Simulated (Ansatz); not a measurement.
# H5NSi: the cost of one run

Program: Ansatz 0.2.0, Gaussian basis. Level of theory: PBE0-D4/def2-TZVP structures, single points in def2-TZVPP, no counterpoise correction. These are calculated values, not measurements.

Levels: SPW92, PBE-D4, BLYP-D4, r2SCAN-D4, B97M-V, PBE0-D4, B3LYP-D4, r2SCAN0-D4, BHLYP-D4, CAM-B3LYP-D4, wB97X-V, wB97M-V, B2PLYP, PBE-QIDH, RPA on PBE, Hartree-Fock, MP2, CCSD, CCSD(T).

Cores are frozen in the correlated methods. B3LYP uses VWN-RPA correlation. B2PLYP carries no dispersion term here.

94 further runs of the same task are left out: 94 set aside as unsound or not needed. Runs told in other sessions of the task aren't counted.

## Step 1: The starting structure

The complex: 14 atoms, charge 0, spin multiplicity 1.

Atoms are counted from 1 here; the program's logs count them from 0.

Bond lengths: Si1–H4 1.488 Å, Si1–H5 1.497 Å, Si1–N6 1.711 Å, Si1–H8 1.489 Å, N2–C3 1.457 Å, N2–H7 1.012 Å, N2–H9 1.012 Å, C3–H10 1.091 Å, C3–H11 1.098 Å, C3–H12 1.092 Å, N6–H13 1.007 Å, N6–H14 1.020 Å. Angles: H4–Si1–H5 106.5°, H4–Si1–N6 109.3°, H4–Si1–H8 109.7°, H5–Si1–N6 116.7°, H5–Si1–H8 106.6°, N6–Si1–H8 108.0°, C3–N2–H7 110.8°, C3–N2–H9 110.7°, H7–N2–H9 106.8°, N2–C3–H10 109.2°, N2–C3–H11 114.7°, N2–C3–H12 109.3°, H10–C3–H11 108.3°, H10–C3–H12 106.9°, H11–C3–H12 108.2°, Si1–N6–H13 119.4°, Si1–N6–H14 118.7°, H13–N6–H14 111.7°.

Geometry (Å):

```mol
CH10N2Si
  3D, bonds by distance, orders not assigned

 14 12  0  0  0  0  0  0  0  0999 V2000
    0.2217    1.4748    1.8044 Si  0  0
    0.0947   -1.5340   -0.9302 N   0  0
    0.1547   -0.5082   -1.9634 C   0  0
   -0.4883    2.6235    2.4302 H   0  0
    1.2535    1.0243    2.7913 H   0  0
   -0.9232    0.3065    1.3026 N   0  0
    1.0051   -1.9522   -0.7861 H   0  0
    0.9618    1.9400    0.5992 H   0  0
   -0.5306   -2.2813   -1.2040 H   0  0
   -0.8311   -0.0534   -2.0755 H   0  0
    0.4826   -0.8678   -2.9472 H   0  0
    0.8361    0.2833   -1.6461 H   0  0
   -1.6138   -0.0228    1.9577 H   0  0
   -0.6227   -0.4330    0.6672 H   0  0
  1  4  8  0
  1  5  8  0
  1  6  8  0
  1  8  8  0
  2  3  8  0
  2  7  8  0
  2  9  8  0
  3 10  8  0
  3 11  8  0
  3 12  8  0
  6 13  8  0
  6 14  8  0
M  END
```

Its parts: SiNH₅ holds atoms 1, 4, 5, 6, 8, 13, 14; CH₅N holds atoms 2, 3, 7, 9, 10, 11, 12. Each part counts its atoms afresh in its own runs.

## Step 2: Relaxing SiNH₅ alone

Input file relax-a/in.yaml:

```yaml
crystal:
  periodic: [false, false, false]
  atoms:
    - {symbol: Si, position_ang: [0.221658, 1.474796, 1.804395]}
    - {symbol: H, position_ang: [-0.488335, 2.623509, 2.430176]}
    - {symbol: H, position_ang: [1.253474, 1.024344, 2.791272]}
    - {symbol: N, position_ang: [-0.923210, 0.306490, 1.302609]}
    - {symbol: H, position_ang: [0.961760, 1.940032, 0.599173]}
    - {symbol: H, position_ang: [-1.613808, -0.022759, 1.957676]}
    - {symbol: H, position_ang: [-0.622685, -0.433021, 0.667209]}
basis:
  gaussian: {orbitals: def2-TZVP}
hamiltonian: {xc: pbe0, dispersion: d4}
relax: {f_tol: 0.005, max_steps: 200}
```

The run is started by

```
> ansatz run in.yaml --threads 8 --pin off --events-out ev --progress --plain --max-ram 19148MiB
```

**Question.** How long does this run take on 8 threads of Arm Neoverse V2, shared host?

About 2.1 s.
